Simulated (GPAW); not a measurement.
## CaB2 in GPAW: the effect of functional

Crystal: CaB2.

```xyz
3
Lattice="3.2264 0.0000 0.0000 -1.6132 2.7942 0.0000 0.0000 0.0000 4.0674" Properties=species:S:1:pos:R:3 pbc="T T T"
Ca    0.0000    0.0000    0.0000
B     1.6132    0.9314    2.0337
B     0.0000    1.8628    2.0337
```

The cell comes from a database or a generator and needn't be the stable form of this composition.

Alike in all runs:

```yaml
Program: GPAW 26.7.0
Task: band structure
Cutoff: 800 eV
Basis: pw
k_mesh: 9 × 9 × 7
Occupations: fermi-dirac, width 0.05 eV
Spin: no spin polarisation
```

```tsv
functional	potentials or basis	pressure (GPa)
LDA	the program's PAW data sets (release 1.2.1) made for this functional	-6.6
PBE	GPAW PAW data sets (gpaw-data 1.2.1)	?
PBEsol	PAW data sets generated in the run's folder for this functional	-2.9
RPBE	the program's PAW data sets (release 1.2.1) made for this functional	3.0
revPBE	the program's PAW data sets (release 1.2.1) made for this functional	2.3
BLYP	PAW data sets generated in the run's folder for this functional	2.6
```

Q: What does the run with functional PBE give?

A: Pressure -0.1 GPa.
